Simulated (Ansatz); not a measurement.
# C₄H₉GaS: from a rough start to a stationary point

Aim: relax C₄H₉GaS from a cheap starting geometry, then compute its harmonic vibrations to see whether it is a minimum and to get the zero-point energy and entropy, and look at its orbitals and charge.

Program: Ansatz 0.2.0, Gaussian basis. Level of theory: RKS PBE0-D4/def2-TZVP. These are calculated values, not measurements.

The runs, in order: relaxation at PBE0-D4/def2-TZVP; harmonic vibrations at the same level; a single point in def2-TZVPP for the fields.

### Step 1. Starting geometry

SMILES `C=[C]([GaH2])CSC`, 15 atoms, charge 0, spin multiplicity 1.

Atoms are counted from 1 here; the program's logs count them from 0.

Bond lengths: C1–C2 1.328 Å, C1–H7 1.080 Å, C1–H8 1.085 Å, C2–Ga3 2.029 Å, C2–C4 1.510 Å, Ga3–H9 1.564 Å, Ga3–H10 1.559 Å, C4–S5 1.828 Å, C4–H11 1.093 Å, C4–H12 1.092 Å, S5–C6 1.815 Å, C6–H13 1.093 Å, C6–H14 1.087 Å, C6–H15 1.086 Å. Angles: C2–C1–H7 121.1°, C2–C1–H8 122.8°, H7–C1–H8 116.1°, C1–C2–Ga3 137.7°, C1–C2–C4 120.7°, Ga3–C2–C4 101.0°, C2–Ga3–H9 121.0°, C2–Ga3–H10 121.0°, H9–Ga3–H10 116.8°, C2–C4–S5 106.6°, C2–C4–H11 110.8°, C2–C4–H12 115.6°, S5–C4–H11 104.9°, S5–C4–H12 109.3°, H11–C4–H12 109.1°, C4–S5–C6 98.9°, S5–C6–H13 109.9°, S5–C6–H14 107.1° and more.

Coordinates:

```xyz
15
C4H9GaS
C     0.36189   -2.06029    0.79538
C     0.63802   -0.92905    0.15645
Ga    1.59298    0.81895    0.54387
C     0.00127   -0.62133   -1.17799
S    -0.17880    1.19605   -1.26471
C    -1.49670    1.40595   -0.03423
H     0.82072   -2.29061    1.74500
H    -0.30647   -2.81362    0.39289
H     1.14410    1.73832    1.72743
H     2.96294    1.15011   -0.12196
H     0.67638   -0.87596   -1.99901
H    -0.96908   -1.08927   -1.35612
H    -1.20740    0.92814    0.90556
H    -1.62907    2.47475    0.11275
H    -2.41077    0.96786   -0.42532
```

The start is a GFN2-xTB geometry.

### Step 2. Relaxation at PBE0-D4/def2-TZVP

in.yaml

```yaml
crystal:
  periodic: [false, false, false]
  atoms:
    - {symbol: C, position_ang: [0.361890, -2.060290, 0.795380]}
    - {symbol: C, position_ang: [0.638020, -0.929050, 0.156450]}
    - {symbol: Ga, position_ang: [1.592980, 0.818950, 0.543870]}
    - {symbol: C, position_ang: [0.001270, -0.621330, -1.177990]}
    - {symbol: S, position_ang: [-0.178800, 1.196050, -1.264710]}
    - {symbol: C, position_ang: [-1.496700, 1.405950, -0.034230]}
    - {symbol: H, position_ang: [0.820720, -2.290610, 1.745000]}
    - {symbol: H, position_ang: [-0.306470, -2.813620, 0.392890]}
    - {symbol: H, position_ang: [1.144100, 1.738320, 1.727430]}
    - {symbol: H, position_ang: [2.962940, 1.150110, -0.121960]}
    - {symbol: H, position_ang: [0.676380, -0.875960, -1.999010]}
    - {symbol: H, position_ang: [-0.969080, -1.089270, -1.356120]}
    - {symbol: H, position_ang: [-1.207400, 0.928140, 0.905560]}
    - {symbol: H, position_ang: [-1.629070, 2.474750, 0.112750]}
    - {symbol: H, position_ang: [-2.410770, 0.967860, -0.425320]}
basis:
  gaussian: {orbitals: def2-TZVP}
hamiltonian: {xc: pbe0, dispersion: d4}
relax: {f_tol: 0.005, max_steps: 150}
```

Started as:

```
> ansatz run in.yaml --threads 2 --pin off --events-out ev --progress --plain --max-ram 32768MiB --backend cuda --devices 0, --max-vram 18GiB
```

The runs that follow: Force constants and modes; A single point for the fields.

Before running them: what should the planned runs give, taken together? Wanted: point group; shift from the start; total energy; dispersion term; dipole moment; lowest, highest wavenumber; zero-point energy; HOMO, LUMO.

The runs gave:

```
                  quantity            value
               point group               C1
                     steps               15
shift from the start (rms)          0.159 Å
              total energy   -67493.5984 eV
           dispersion term         -382 meV
             dipole moment           2.89 D
lowest, highest wavenumber    79, 3199 cm⁻¹
         zero-point energy    70.8 kcal/mol
       entropy at 298.15 K  385.1 J/(mol K)
                HOMO, LUMO  -7.23, -0.31 eV
```

The atoms moved 0.16 Å (rms) from the start; the bond that changed most is C2–Ga3, from 2.029 to 2.002 Å. No mode is imaginary: a true minimum at this level. The stiffest mode, 3199 cm⁻¹, is a C–H stretch, and 4 modes under 200 cm⁻¹ make the vibrational entropy uncertain. Harmonic hybrid wavenumbers usually lie a few per cent above measured fundamentals. The largest Mulliken charge, -0.38 e, sits on C6. The HOMO lies mostly on C1, C2 about 27 % each; H10 14 % and the LUMO on Ga3 26 %; H9, H10 about 12 % each.
